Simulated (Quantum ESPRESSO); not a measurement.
Runs of Quantum ESPRESSO 7.5 on Zr. The cell holds a slab with vacuum, 5 atoms: a = 3.232 Å, b = 3.232 Å, c = 25.294 Å, α = 90.00°, β = 90.00°, γ = 120.00°. 

```csv
smearing,gap on the mesh (eV),largest force (eV/Å),work function (eV)
fermi-dirac 0.2 eV,none,0.49,(a)
fermi-dirac 0.05 eV,none,0.64,4.22
fermi-dirac 0.1 eV,none,(b),4.20
fermi-dirac 0.025 eV,none,0.64,4.21
fermi-dirac 0.01 eV,none,0.62,4.20
```

Alike in all rows: task work function; level PBE; potentials or basis PseudoDojo 0.4.1 SR PBE standard; no spin polarisation; cell as given; k mesh 9 × 9 × 1; cutoff (eV) 898.

Question: Fill in the values left out.

Answer: (a) 4.18; (b) 0.60.

A k mesh can miss the band edges, and the runs leave out spin-orbit coupling on Zr.

A gap of «none» marks a metal or a gap under the smearing width.
